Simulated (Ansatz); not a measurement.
# CaO (Lime): a point defect seen from the nuclei (Cs on a Ca site), part 2 of 2

Aim: the field gradients at and around a point defect: Cs on a Ca site in CaO (Lime), cell charge -1. The cell is a supercell built from a COD entry. Planned: a single point, then a relaxation.

Ansatz 0.2.0; DFT, PBE, plane-wave PAW, default files, scalar-relativistic. The steps go on from the part before.

## (3) Ions relaxed

Input file input.yaml:

```yaml
crystal:
  lattice:
    - [0.0, 7.2195, 7.2195]
    - [7.2195, 0.0, 7.2195]
    - [7.2195, 7.2195, 0.0]
  atoms:
    - { symbol: Cs, position: [0.0, 0.0, 0.0] }
    - { symbol: Ca, position: [0.0, 0.0, 0.3333333333] }
    - { symbol: Ca, position: [0.0, 0.0, 0.6666666667] }
    - { symbol: Ca, position: [0.0, 0.3333333333, 0.0] }
    - { symbol: Ca, position: [0.0, 0.3333333333, 0.3333333333] }
    - { symbol: Ca, position: [0.0, 0.3333333333, 0.6666666667] }
    - { symbol: Ca, position: [0.0, 0.6666666667, 0.0] }
    - { symbol: Ca, position: [0.0, 0.6666666667, 0.3333333333] }
    - { symbol: Ca, position: [0.0, 0.6666666667, 0.6666666667] }
    - { symbol: Ca, position: [0.3333333333, 0.0, 0.0] }
    - { symbol: Ca, position: [0.3333333333, 0.0, 0.3333333333] }
    - { symbol: Ca, position: [0.3333333333, 0.0, 0.6666666667] }
    - { symbol: Ca, position: [0.3333333333, 0.3333333333, 0.0] }
    - { symbol: Ca, position: [0.3333333333, 0.3333333333, 0.3333333333] }
    - { symbol: Ca, position: [0.3333333333, 0.3333333333, 0.6666666667] }
    - { symbol: Ca, position: [0.3333333333, 0.6666666667, 0.0] }
    - { symbol: Ca, position: [0.3333333333, 0.6666666667, 0.3333333333] }
    - { symbol: Ca, position: [0.3333333333, 0.6666666667, 0.6666666667] }
    - { symbol: Ca, position: [0.6666666667, 0.0, 0.0] }
    - { symbol: Ca, position: [0.6666666667, 0.0, 0.3333333333] }
    - { symbol: Ca, position: [0.6666666667, 0.0, 0.6666666667] }
    - { symbol: Ca, position: [0.6666666667, 0.3333333333, 0.0] }
    - { symbol: Ca, position: [0.6666666667, 0.3333333333, 0.3333333333] }
    - { symbol: Ca, position: [0.6666666667, 0.3333333333, 0.6666666667] }
    - { symbol: Ca, position: [0.6666666667, 0.6666666667, 0.0] }
    - { symbol: Ca, position: [0.6666666667, 0.6666666667, 0.3333333333] }
    - { symbol: Ca, position: [0.6666666667, 0.6666666667, 0.6666666667] }
    - { symbol: O, position: [0.1666666667, 0.1666666667, 0.1666666667] }
    - { symbol: O, position: [0.1666666667, 0.1666666667, 0.5] }
    - { symbol: O, position: [0.1666666667, 0.1666666667, 0.8333333333] }
    - { symbol: O, position: [0.1666666667, 0.5, 0.1666666667] }
    - { symbol: O, position: [0.1666666667, 0.5, 0.5] }
    - { symbol: O, position: [0.1666666667, 0.5, 0.8333333333] }
    - { symbol: O, position: [0.1666666667, 0.8333333333, 0.1666666667] }
    - { symbol: O, position: [0.1666666667, 0.8333333333, 0.5] }
    - { symbol: O, position: [0.1666666667, 0.8333333333, 0.8333333333] }
    - { symbol: O, position: [0.5, 0.1666666667, 0.1666666667] }
    - { symbol: O, position: [0.5, 0.1666666667, 0.5] }
    - { symbol: O, position: [0.5, 0.1666666667, 0.8333333333] }
    - { symbol: O, position: [0.5, 0.5, 0.1666666667] }
    - { symbol: O, position: [0.5, 0.5, 0.5] }
    - { symbol: O, position: [0.5, 0.5, 0.8333333333] }
    - { symbol: O, position: [0.5, 0.8333333333, 0.1666666667] }
    - { symbol: O, position: [0.5, 0.8333333333, 0.5] }
    - { symbol: O, position: [0.5, 0.8333333333, 0.8333333333] }
    - { symbol: O, position: [0.8333333333, 0.1666666667, 0.1666666667] }
    - { symbol: O, position: [0.8333333333, 0.1666666667, 0.5] }
    - { symbol: O, position: [0.8333333333, 0.1666666667, 0.8333333333] }
    - { symbol: O, position: [0.8333333333, 0.5, 0.1666666667] }
    - { symbol: O, position: [0.8333333333, 0.5, 0.5] }
    - { symbol: O, position: [0.8333333333, 0.5, 0.8333333333] }
    - { symbol: O, position: [0.8333333333, 0.8333333333, 0.1666666667] }
    - { symbol: O, position: [0.8333333333, 0.8333333333, 0.5] }
    - { symbol: O, position: [0.8333333333, 0.8333333333, 0.8333333333] }
total_charge: -1
kpoints:
  mp_grid: { grid: [2, 2, 2] }
scf:
  occupations: { method: fermi_dirac, width: 0.01 }
hamiltonian:
  xc: pbe
  pseudopotentials: { kind: paw }
output:
  forces: true
  stress: true
  populations: true
  efg:
    quadrupole_moments_barn: { Cs: -0.00343, Ca: -0.0408, O: -0.02558 }
    contact_densities: true
relax:
  f_tol: 0.03
  max_steps: 40
```

The run is started by

```
$ ansatz run input.yaml --threads 1 --pin off --max-ram 3072MiB --backend cpu --events-out ev --progress --plain --runs-dir out
```

The log of the run:

```text
[... 1 line left out ...]
Warning: RAYON_NUM_THREADS=1 ignored (pool sized by the plan → 1); use --threads N
Cs: output.efg is read without spin–orbit coupling, which moves field gradients at and beside such atoms by some per cent and up to a factor of two; PAW files take it under magnetization.noncollinear and magnetization.spin_orbit
Engine: ansatz 0.2.0, aarch64-unknown-linux-gnu
Pseudopotentials: kind: paw
Pseudopotential: Cs, paw, valence charge 9, recommended cutoff 420 eV (normal), Cs.paw.azcp
Pseudopotential: Ca, paw, valence charge 10, recommended cutoff 420 eV (normal), Ca.paw.azcp
Pseudopotential: O, paw, valence charge 6, recommended cutoff 420 eV (normal), O.paw.azcp
Functional definition: PBE
  parameter kappa = 0.804
  parameter beta = 0.06672455060314922
  exchange = pbe_x(kappa = kappa, mu = beta*pi^2/3)
  correlation = pbe_c(beta = beta)
Crystal: 54 atoms, lattice volume = 752.578 Å³
Basis set: ecut = 420 eV, 14649 PW (Γ), exchange–correlation on 144×144×144 points (8 copies of the dense FFT grid, shifted against one another)
Bands: 270, of which v1, the nominal top of the filled ones, is band 216 counted from 1 (215 counted from 0)
Symmetry: 48 space group operations
Space group: Fm-3m (ITA 225), of the structure as read, at distance tolerance 9.1e-5 Å
k-points: 3 of 8
Non-local potential: Cs, projectors of the file, l = 0: 3, l = 1: 2, l = 2: 2, l = 3: 2
Non-local potential: Ca, projectors of the file, l = 0: 3, l = 1: 2, l = 2: 2
Non-local potential: O, projectors of the file, l = 0: 2, l = 1: 2, l = 2: 1
PAW form: soft (Blöchl's): semilocal exchange-correlation on the pseudo side does not see the compensation charge
PAW one-centre angular grid: Cs, 194 points (default); XC on 64 Gauss nodes
PAW one-centre angular grid: Ca, 110 points (default); XC on 64 Gauss nodes
PAW one-centre angular grid: O, 110 points (default); XC on 64 Gauss nodes
Initial density: superposition of atomic densities (neutral atoms scaled as one to the charged cell's electrons: chi_scale 0, normalization atom), corrected by the library's trained network
Initial wavefunctions: pseudopotential atomic-orbital guess
Functional: x = pbe(κ = 0.804, μ = 0.2195149727645171), c = pbe(β = 0.06672455060314922)
SCF iter   1: F=—  HF=-68303.981547 eV  |F-HF|=—  |Δ(HF+E_count)|=         —  Δρ=7.28e-3  dr2=7.00e-1  ethr=1.77e-3  ⟨swp⟩=8.0  Hψ=3680  notcnv=0  defer=59
preconditioner: auto → Resta (q_TF=auto, 2.487 Å⁻¹)  ε∞=3.4  [insulator: Δε(μ)=2.282 eV  Ē_g=16.865 eV  σ=0.010 eV  W_gap=1.00  n_scr=180 (ndim 8)  ℏωp=26.4 eV  f_vac=0.000  D(μ)=0.00/eV (n_scr^D=0)  ε∞_Penn≈3.4]
SCF iter   2: F=—  HF=-68303.796014 eV  |F-HF|=—  |Δ(HF+E_count)|=   1.86e-1  Δρ=3.68e-3  dr2=1.36e-1  ethr=1.62e-4  ⟨swp⟩=2.3  Hψ=1242  notcnv=0  defer=144
SCF iter   3: F=—  HF=-68303.754942 eV  |F-HF|=—  |Δ(HF+E_count)|=   4.11e-2  Δρ=2.07e-3  dr2=4.42e-2  ethr=3.15e-5  ⟨swp⟩=2.3  Hψ=1024  notcnv=0  defer=144
SCF iter   4: F=—  HF=-68303.744273 eV  |F-HF|=—  |Δ(HF+E_count)|=   1.07e-2  Δρ=6.32e-4  dr2=3.00e-3  ethr=1.02e-5  ⟨swp⟩=2.3  Hψ=1290  notcnv=0  defer=144
SCF iter   5: F=—  HF=-68303.743782 eV  |F-HF|=—  |Δ(HF+E_count)|=   4.90e-4  Δρ=3.44e-4  dr2=7.32e-4  ethr=6.96e-7  ⟨swp⟩=2.0  Hψ=1019  notcnv=0  defer=144
SCF iter   6: F=—  HF=-68303.743656 eV  |F-HF|=—  |Δ(HF+E_count)|=   1.26e-4  Δρ=9.03e-5  dr2=5.90e-5  ethr=1.69e-7  ⟨swp⟩=2.0  Hψ=998  notcnv=0  defer=144
SCF iter   7: F=-68303.743665 eV  HF=-68303.743664 eV  |F-HF|=1.07e-6  |Δ(HF+E_count)|=   7.20e-6  Δρ=2.22e-5  dr2=3.86e-6  ethr=5.21e-9  ⟨swp⟩=4.0  Hψ=2236  notcnv=0
SCF 1 converged in 7 iterations: F = -68303.743665 eV  dr2 = 3.86e-6
relax step   1: F+E_penalty+E_count = -68303.74366462 eV  Δ(F+E_penalty+E_count) = +0.000e0 eV  max|allowed force component| = 4.068e0 eV/Å  Δτ_max = 0.0000 Å  (7 SCF iters, dr2 threshold 2.25e-5 eV, accepted)
[... 11 lines left out ...]
[... 85 lines left out ...]
            electrostatic potential = -624.794281 V   contact ρ = 2156.663549 e/Å³
  atom  30  O  V_zz =    -4.085987   η = 0.0000   by run symmetry: allowed   C_q = +2.5273 MHz
            electrostatic potential = -625.440415 V   contact ρ = 2156.939488 e/Å³
  atom  31  O  V_zz =    +0.301569   η = 0.0000   by run symmetry: allowed   C_q = -0.1865 MHz
            electrostatic potential = -624.794281 V   contact ρ = 2156.663549 e/Å³
  atom  32  O  V_zz =    -0.815701   η = 0.0777   by run symmetry: allowed   C_q = +0.5045 MHz
            electrostatic potential = -624.931242 V   contact ρ = 2156.643757 e/Å³
  atom  33  O  V_zz =    -0.815701   η = 0.0777   by run symmetry: allowed   C_q = +0.5045 MHz
            electrostatic potential = -624.931242 V   contact ρ = 2156.643757 e/Å³
  atom  34  O  V_zz =    -4.085987   η = 0.0000   by run symmetry: allowed   C_q = +2.5273 MHz
            electrostatic potential = -625.440415 V   contact ρ = 2156.939488 e/Å³
  atom  35  O  V_zz =    -0.815701   η = 0.0777   by run symmetry: allowed   C_q = +0.5045 MHz
            electrostatic potential = -624.931242 V   contact ρ = 2156.643757 e/Å³
  atom  36  O  V_zz =    -4.085987   η = 0.0000   by run symmetry: allowed   C_q = +2.5273 MHz
            electrostatic potential = -625.440415 V   contact ρ = 2156.939488 e/Å³
  atom  37  O  V_zz =    +0.301569   η = 0.0000   by run symmetry: allowed   C_q = -0.1865 MHz
            electrostatic potential = -624.794281 V   contact ρ = 2156.663549 e/Å³
  atom  38  O  V_zz =    -0.815701   η = 0.0777   by run symmetry: allowed   C_q = +0.5045 MHz
            electrostatic potential = -624.931242 V   contact ρ = 2156.643757 e/Å³
  atom  39  O  V_zz =    -0.815701   η = 0.0777   by run symmetry: allowed   C_q = +0.5045 MHz
            electrostatic potential = -624.931242 V   contact ρ = 2156.643757 e/Å³
  atom  40  O  V_zz =    -0.815701   η = 0.0777   by run symmetry: allowed   C_q = +0.5045 MHz
            electrostatic potential = -624.931242 V   contact ρ = 2156.643757 e/Å³
  atom  41  O  V_zz =    +0.000000   η = 0.0000   by run symmetry: forbidden   C_q = -0.0000 MHz
            electrostatic potential = -625.013067 V   contact ρ = 2156.565750 e/Å³
  atom  42  O  V_zz =    -0.815701   η = 0.0777   by run symmetry: allowed   C_q = +0.5045 MHz
            electrostatic potential = -624.931242 V   contact ρ = 2156.643757 e/Å³
  atom  43  O  V_zz =    -0.815701   η = 0.0777   by run symmetry: allowed   C_q = +0.5045 MHz
            electrostatic potential = -624.931242 V   contact ρ = 2156.643757 e/Å³
  atom  44  O  V_zz =    -0.815701   η = 0.0777   by run symmetry: allowed   C_q = +0.5045 MHz
            electrostatic potential = -624.931242 V   contact ρ = 2156.643757 e/Å³
  atom  45  O  V_zz =    +0.301569   η = 0.0000   by run symmetry: allowed   C_q = -0.1865 MHz
            electrostatic potential = -624.794281 V   contact ρ = 2156.663549 e/Å³
  atom  46  O  V_zz =    -4.085987   η = 0.0000   by run symmetry: allowed   C_q = +2.5273 MHz
            electrostatic potential = -625.440415 V   contact ρ = 2156.939488 e/Å³
  atom  47  O  V_zz =    -0.815701   η = 0.0777   by run symmetry: allowed   C_q = +0.5045 MHz
            electrostatic potential = -624.931242 V   contact ρ = 2156.643757 e/Å³
  atom  48  O  V_zz =    -4.085987   η = 0.0000   by run symmetry: allowed   C_q = +2.5273 MHz
            electrostatic potential = -625.440415 V   contact ρ = 2156.939488 e/Å³
  atom  49  O  V_zz =    -0.815701   η = 0.0777   by run symmetry: allowed   C_q = +0.5045 MHz
            electrostatic potential = -624.931242 V   contact ρ = 2156.643757 e/Å³
  atom  50  O  V_zz =    -0.815701   η = 0.0777   by run symmetry: allowed   C_q = +0.5045 MHz
            electrostatic potential = -624.931242 V   contact ρ = 2156.643757 e/Å³
  atom  51  O  V_zz =    +0.301569   η = 0.0000   by run symmetry: allowed   C_q = -0.1865 MHz
            electrostatic potential = -624.794281 V   contact ρ = 2156.663549 e/Å³
  atom  52  O  V_zz =    -4.085987   η = 0.0000   by run symmetry: allowed   C_q = +2.5273 MHz
            electrostatic potential = -625.440415 V   contact ρ = 2156.939488 e/Å³
  atom  53  O  V_zz =    +0.301569   η = 0.0000   by run symmetry: allowed   C_q = -0.1865 MHz
            electrostatic potential = -624.794281 V   contact ρ = 2156.663549 e/Å³
  atom  54  O  V_zz =    +0.301569   η = 0.0000   by run symmetry: allowed   C_q = -0.1865 MHz
            electrostatic potential = -624.794281 V   contact ρ = 2156.663549 e/Å³
--- Band table (eV) ---
[... 3 lines left out ...]
--- Relaxed structure (5 steps of the walk, 5 accepted, 0 SCFs on fresh bases) ---
  F+E_penalty+E_count = -68306.82555029 eV   max|allowed force component| = 5.657e-3 eV/Å
  atoms:
[... 54 lines left out ...]
--- Löwdin populations: 54 sites ---
  site symbol       q [e]
[... 54 lines left out ...]
  spilling = 0.019875 (of n_electrons = 432.000000)
```

It took 4.4 min on 1 thread of Arm Neoverse V1, shared host; peak memory 1.6 GiB.

Step by step:

```
step  energy change (eV)  largest force component (eV/Å)
   1              0.0000                           4.068
   2             -2.8544                           0.843
   3             -3.0629                           0.214
   4             -3.0811                           0.037
   5             -3.0819                           0.006
```

Atom 34 and its like (O) moved farthest, 0.262 Å; the mean move was 0.041 Å.

The run ends with gap on the mesh 3.09 eV, largest force 0.008 eV/Å, pressure 2.6 GPa.

Beside the values of step 2 (V_zz in 10²¹ V/m²):

```
site          atoms  V_zz, PBE  V_zz, PBE relaxed  η, PBE  η, PBE relaxed
  Cs              1       0.00               0.00       –               –
 O30  30, 34, 36, …      -3.51              -4.09    0.00            0.00
 Ca2     2, 3, 4, …      -0.45              -1.44    1.00            0.72
 O28  28, 29, 31, …      -0.13               0.30    0.00            0.00
Ca15  15, 17, 18, …      -0.97              -3.80    0.00            0.00
 O32  32, 33, 35, …      -0.30              -0.82    0.47            0.08
 Ca5    5, 9, 11, …     -0.005               0.13    0.00            0.00
 O41             41       0.00               0.00       –               –
```

The printed gradients, by site:

```
site              atoms  distance from the defect (Å)  V_zz (10²¹ V/m²)     η      C_Q (MHz)
  Cs                  1                          0.00              0.00     –      0 (¹³³Cs)
 O30  30, 34, 36, 46, …                          2.67             -4.09  0.00     2.53 (¹⁷O)
 Ca2      2, 3, 4, 6, …                          3.41             -1.44  0.72    1.42 (⁴³Ca)
 O28  28, 29, 31, 37, …                          4.17              0.30  0.00   -0.187 (¹⁷O)
Ca15  15, 17, 18, 23, …                          4.85             -3.80  0.00    3.75 (⁴³Ca)
 O32  32, 33, 35, 38, …                          5.38             -0.82  0.08    0.505 (¹⁷O)
 Ca5    5, 9, 11, 13, …                          5.89              0.13  0.00  -0.126 (⁴³Ca)
 O41                 41                          7.22              0.00     –        0 (¹⁷O)
```

Direction of the V_zz axis (Cartesian unit vector):

```
site  atom      x      y     z
 Ca2     2  -0.71   0.71  0.00
 Ca5     5  -0.58   0.58  0.58
Ca15    15   0.00   0.00  1.00
 O28    28   0.58   0.58  0.58
 O30    30   0.00   0.00  1.00
 O32    32   0.00  -0.71  0.71
```

The sizes of the gradients above 0.15 moved by over a factor of two in the median, over a factor of two at the site that moves most (small gradients counted from 0.15; Ca15, -0.97 to -3.80), with a change of sign at O28.

## (4) Simulated spectra, from step 3

⁴³Ca (I = 7/2, Q = -40.80 mb) at 7.05 T, Larmor frequency 20.2 MHz. Second-order quadrupolar shifts of the central transition; chemical shifts are not computed, so all sites share one zero.

```
site  count  C_Q (MHz)     η  ν_Q (MHz)  δ_QIS (ppm)
 Ca2     12       1.42  0.72      0.102        -14.8
Ca15      6       3.75  0.00      0.268        -87.6
 Ca5      8     -0.126  0.00      0.009         -0.1
```

⁴³Ca central transition, static powder:

kHz, intensity and a bar:
```
     -6.3          0 
     -5.8          9 ###
     -5.2          5 #
     -4.6          4 #
     -4.0          3 #
     -3.4          3 #
     -2.8          3 #
     -2.2          3 #
     -1.6          8 ##
     -1.0         25 #######
     -0.4         57 #################
      0.2        100 ##############################
      0.8         10 ###
      1.4          2 #
      2.0          3 #
      2.6          4 #
      3.2          6 ##
      3.8          0
```

## (5) Summary of results

What follows sums up all 2 parts.

```
                            quantity                                                                                                                                                                         value
                      state (step 3)                                                                                                           gap on the mesh 3.09 eV, largest force 0.008 eV/Å, pressure 2.6 GPa
    V_zz by site, step 3 (10²¹ V/m²)                                                                                            Cs 0.00, O30 -4.09, Ca2 -1.44, O28 0.30, Ca15 -3.80, O32 -0.82, Ca5 0.13, O41 0.00
         largest C_Q in size, step 3                                                                                                                                                        3.75 MHz, ⁴³Ca at Ca15
step 3 (ions relaxed) against step 2  over a factor of two in the median, over a factor of two at the site that moves most (small gradients counted from 0.15; Ca15, -0.97 to -3.80), with a change of sign at O28
```

**Reading.** The largest gradient sits at O30 (5 Ca at 2.18–2.43 Å, 1 Cs at 2.67 Å). The runs allow no spin. The relaxation kept the symmetry Fm-3m, so a distorted place of lower energy may have been missed. Moves of at most 0.26 Å on relaxation changed gradients by over a factor of two in size (gradients over 0.15 counted), so at some sites the starting positions were a poor guide. At 7.05 T the ⁴³Ca line of the largest coupling listed spans about 3.8 kHz under magic-angle spinning and 9.2 kHz static, from the quadrupolar part alone (no shift anisotropy). The defect repeats with the cell of 54 atoms, so it feels its images: sites between two images don't show the values beside a lone defect, and zeros or small values of η there can come from the images' arrangement. The relaxation keeps the site symmetry m-3m of the start, so the impurity can't leave its site; a start off the site could end lower. A uniform background compensates the cell's charge. The gap, too, lacks spin–orbit coupling.

These are semilocal Kohn-Sham gaps, which aren't the measured quantity. Such gaps usually fall short of the measured ones.
